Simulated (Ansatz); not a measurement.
**C2H5FO2Si: a ladder of functionals and wavefunction methods**

One table from this session's results is given with a row withheld; the runs are named, their logs left out.

Computed with Ansatz 0.2.0, Gaussian basis. Level: functionals in def2-TZVPP, the program's frozen cores in correlated methods.

Plan: PBE-D4, r2SCAN-D4, PBE0-D4, B3LYP-D4, ωB97X-V, ωB97M-V, B2PLYP; CCSD(T)/def2-TZVPP; MP2/def2-QZVPP; extrapolation to the limit.

**The relaxed structure**

An earlier PBE0-D4 in a triple-zeta def2 set relaxation fixed the geometry.

SMILES `C=C(F)[SiH](O)O`, 11 atoms, charge 0, spin multiplicity 1.

Atoms are counted from 1 here; the program's logs count them from 0.

Bond lengths: C1–C2 1.322 Å, C1–H7 1.084 Å, C1–H8 1.082 Å, C2–F3 1.363 Å, C2–Si4 1.880 Å, Si4–O5 1.632 Å, Si4–O6 1.638 Å, Si4–H9 1.476 Å, O5–H10 0.959 Å, O6–H11 0.959 Å. Angles: C2–C1–H7 122.1°, C2–C1–H8 119.1°, H7–C1–H8 118.8°, C1–C2–F3 118.9°, C1–C2–Si4 127.5°, F3–C2–Si4 113.5°, C2–Si4–O5 110.4°, C2–Si4–O6 106.8°, C2–Si4–H9 111.7°, O5–Si4–O6 111.2°, O5–Si4–H9 105.1°, O6–Si4–H9 111.7°, Si4–O5–H10 117.5°, Si4–O6–H11 117.0°.

Set-up of the first run:

Contents of in.yaml:

```yaml
crystal:
  periodic: [false, false, false]
  atoms:
    - {symbol: C, position_ang: [1.257308, -1.379538, 0.234884]}
    - {symbol: C, position_ang: [0.496640, -0.398397, 0.690099]}
    - {symbol: F, position_ang: [0.238920, -0.329867, 2.026721]}
    - {symbol: Si, position_ang: [-0.328629, 0.966520, -0.304915]}
    - {symbol: O, position_ang: [-0.429276, 0.541143, -1.877231]}
    - {symbol: O, position_ang: [-1.815638, 1.194155, 0.344063]}
    - {symbol: H, position_ang: [1.686340, -2.128307, 0.891587]}
    - {symbol: H, position_ang: [1.465414, -1.434392, -0.825921]}
    - {symbol: H, position_ang: [0.469003, 2.208881, -0.293191]}
    - {symbol: H, position_ang: [-1.021799, -0.177589, -2.105146]}
    - {symbol: H, position_ang: [-1.952983, 0.880392, 1.239750]}
basis:
  gaussian: {orbitals: def2-TZVPP}
hamiltonian: {xc: pbe, dispersion: d4}
output: {forces: true, orbitals: {seedname: orbitals}}
```

On the command line:

```bash
> ansatz run in.yaml --threads 4 --pin off --events-out ev --progress --plain --max-ram 10444MiB
```

Steps of the session up to this table: PBE-D4 (GGA); r2SCAN-D4 (meta-GGA); PBE0-D4 (hybrid); B3LYP-D4 (hybrid); ωB97X-V (range-separated); ωB97M-V (range-separated); B2PLYP (double hybrid); CCSD(T) in def2-TZVPP; MP2 in def2-QZVPP.

One of the session's tables, all rows but one given; the rest of the session is left out.

```
            method  atomisation energy (kJ/mol)
            PBE-D4                       4557.9
         r2SCAN-D4                       4471.1
           PBE0-D4                       4441.2
          B3LYP-D4                       4443.6
           ωB97X-V                       4462.7
           ωB97M-V                            ?
            B2PLYP                       4410.4
     HF/def2-TZVPP                       3171.2
    MP2/def2-TZVPP                       4461.9
   CCSD/def2-TZVPP                       4262.1
CCSD(T)/def2-TZVPP                       4338.5
           MP2/CBS                       4594.2
       CCSD(T)/CBS                       4470.8
```

Q: Estimate the row for ωB97M-V from the others.

The run gave: atomisation energy (kJ/mol): 4473.0. In the column «atomisation energy (kJ/mol)» it lies between r2SCAN-D4 (4471.1) and PBE-D4 (4557.9).

Among the levels timed on like hardware and quicker than the yardstick, those that no quicker one beats, quickest first: PBE-D4 (4.5 s, +87.1 kJ/mol); PBE0-D4 (5.5 s, -29.6 kJ/mol); B3LYP-D4 (8.5 s, -27.2 kJ/mol); r2SCAN-D4 (9 s, +0.3 kJ/mol).

B2PLYP carry no dispersion term (for B3LYP, D4 adds 36.4 kJ/mol).
